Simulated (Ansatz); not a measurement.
# FGaH2Se: one species, many methods

Aim: compute FGaH2Se with functionals from several rungs and with coupled cluster, and see how far each lands from CCSD(T) at the basis-set limit for the atomisation energy.

Method: functionals in def2-TZVPP, the program's frozen cores in correlated methods; program: Ansatz 0.2.0, Gaussian basis.

Plan: LDA (SPW92), PBE-D4, revPBE-D4, BLYP-D4, r2SCAN-D4, B97M-V, PBE0-D4, B3LYP-D4, r2SCANh-D4, r2SCAN0-D4, HSE06-D4, BHLYP-D4, CAM-B3LYP-D4, LC-ωPBE, ωB97X-V, ωB97M-V, B2PLYP, PBE-QIDH; CCSD(T)/def2-SVP; CCSD(T)/def2-TZVPP; CCSD(T)/def2-QZVPP; extrapolation to the limit; RPA on PBE.

**1. The relaxed structure**

The geometry comes from an earlier relaxation with PBE0-D4 in a triple-zeta def2 set; it is a stationary point.

SMILES `[F][GaH][SeH]`, 5 atoms, charge 0, spin multiplicity 1.

Atoms are counted from 1 here; the program's logs count them from 0.

Bond lengths: F1–Ga2 1.754 Å, Ga2–Se3 2.307 Å, Ga2–H4 1.550 Å, Se3–H5 1.470 Å. Angles: F1–Ga2–Se3 112.0°, F1–Ga2–H4 118.1°, Se3–Ga2–H4 129.8°, Ga2–Se3–H5 91.4°.

**2. LDA**

This LDA is Slater exchange with PW92 correlation.

in.yaml

```yaml
crystal:
  periodic: [false, false, false]
  atoms:
    - {symbol: F, position_ang: [-2.202393, -0.060518, -0.216473]}
    - {symbol: Ga, position_ang: [-0.495328, -0.397775, 0.003928]}
    - {symbol: Se, position_ang: [0.793379, 1.506781, -0.177017]}
    - {symbol: H, position_ang: [-0.069046, -1.862180, 0.280612]}
    - {symbol: H, position_ang: [2.023188, 0.740093, 0.067649]}
basis:
  gaussian: {orbitals: def2-TZVPP}
hamiltonian: {xc: lda}
output: {orbitals: {seedname: orbitals}}
```

Command:

```console
> ansatz run in.yaml --threads 2 --pin off --events-out ev --progress --plain --max-ram 31744MiB --backend cpu
```

After this run come: PBE-D4 (GGA); revPBE-D4 (GGA); BLYP-D4 (GGA); r2SCAN-D4 (meta-GGA); B97M-V (meta-GGA); PBE0-D4 (hybrid); B3LYP-D4 (hybrid); r2SCANh-D4 (hybrid); r2SCAN0-D4 (hybrid); HSE06-D4 (hybrid); BHLYP-D4 (hybrid); CAM-B3LYP-D4 (range-separated); LC-ωPBE (range-separated); ωB97X-V (range-separated); ωB97M-V (range-separated); B2PLYP (double hybrid); PBE-QIDH (double hybrid); CCSD(T) in def2-SVP; CCSD(T) in def2-TZVPP; CCSD(T) in def2-QZVPP; RPA on PBE orbitals.

Before running them: what should the planned runs give, taken together? Wanted: atomisation energy, CCSD(T)/CBS; farthest beyond LDA; mean size of error, GGA; mean size of error, meta-GGA; mean size of error, hybrid; mean size of error, range-separated; mean size of error, double hybrid; gap, smallest and largest; T1 diagnostic.

**Answer**, as computed:

```
                               quantity                                      value
        atomisation energy, CCSD(T)/CBS                             329.4 kcal/mol
functionals within 3.3 kcal/mol (1.0 %)         PBE-D4, r2SCAN-D4, B97M-V, ωB97X-V
                    farthest beyond LDA                  BHLYP-D4 (-19.3 kcal/mol)
                mean size of error, GGA                               7.6 kcal/mol
           mean size of error, meta-GGA                               1.6 kcal/mol
             mean size of error, hybrid                              10.0 kcal/mol
    mean size of error, range-separated                               5.5 kcal/mol
      mean size of error, double hybrid                               7.8 kcal/mol
              gap, smallest and largest  4.37 eV (LDA (SPW92)), 11.02 eV (LC-ωPBE)
                          T1 diagnostic                                     0.0124
triples share of the correlation energy                                      3.4 %
```

What this shows: LDA overbinds by 48.8 kcal/mol (15 %). PBE-D4 is off by -1.6 kcal/mol. Double hybrids carry the basis error of their MP2 part in triple zeta, and no dispersion term here, so their miss is partly the set-up's. By mean error the best rung here is meta-GGA (1.6 kcal/mol) and the worst beyond LDA is hybrid (10.0 kcal/mol). The mean of the hybrids holds BHLYP, with half exact exchange. The reference freezes the cores and leaves out relativity and excitations past (T), and its outer-core shells are covered unevenly, so misses under about 3.3 kcal/mol can't be ranked. All levels share the lack of spin-orbit coupling, which lowers the free heavy atoms and so the true binding. Hartree-Fock recovers 69 % of the binding; the rest is correlation. CCSD(T) in def2-SVP is off by -24.6 kcal/mol, which most functionals beat. Orbital gaps span 4.4 to 11.0 eV; exact exchange widens them. Correlated methods include outer-core shells of Ga, Se, which these sets cover unevenly.
